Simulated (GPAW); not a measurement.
Runs of GPAW 26.7.0 on Ta3AsAu2O13. It takes space group R3m (No. 160, trigonal). The conventional cell has a = 10.485 Å, b = 10.485 Å, c = 12.428 Å, α = 90.00°, β = 90.00°, γ = 120.00°. Ta (site symmetry m) has 4 O at 1.82 to 1.95 Å as nearest neighbours. As (site symmetry 3m) has 3 O at 1.76 Å as nearest neighbours. Around Au (site symmetry 3m) lie 3 O at 2.21 Å. Around Au (site symmetry 3m) lie 1 As at 2.39 Å and 1 Au at 2.67 Å. Around O (site symmetry m) lie 1 As at 1.76 Å and 1 Ta at 1.93 Å. O (site symmetry 1) has 1 O at 1.44 Å as nearest neighbours. O (site symmetry m) is surrounded by 1 Ta at 1.82 Å. Around O (site symmetry 3m) lie 3 Ta at 2.11 Å. The cell was built by a generator and needn't be a form met in nature.

```tsv
level	potentials or basis	gap on the mesh (eV)	pressure (GPa)	largest force (eV/Å)
revPBE	the program's PAW data sets (release 1.2.1) made for this functional, pw	1.14	2.7	0.31
AM05	PAW data sets generated in the run's folder for this functional, pw	1.07	-2.0	0.51
GLLB-SC	the program's PAW data sets (release 1.2.1) made for this functional, pw	2.36	-	-
PW91	PAW data sets generated in the run's folder for this functional, pw	1.11	(b)	(a)
PBEsol	PAW data sets generated in the run's folder for this functional, pw	1.05	(c)	0.38
```

Alike in all rows: task band structure; no spin polarisation; cell as given; k mesh 3 × 3 × 3; cutoff (eV) 800; smearing fermi-dirac 0.05 eV.

Fill in the values left out.

(a) 0.28; (b) 0.2; (c) -2.4.

Caveats: spin-orbit coupling is left out, which moves the levels of the heavy elements; with this Au data set, volumes or pressures lay over 1.5 % or 2 GPa off other programs in two to four cells of ten (some runs); the GLLB-SC gap is the Kohn-Sham gap of the path plus the derivative discontinuity (some runs); a model potential gives levels but no total energy (some runs); an odd mesh through Γ misses points on the zone boundary, where band edges often lie (some runs).

A k mesh can miss the band edges, and the runs leave out spin-orbit coupling on As, Au, Ta.

Runs at the PBE level aren't shown here.
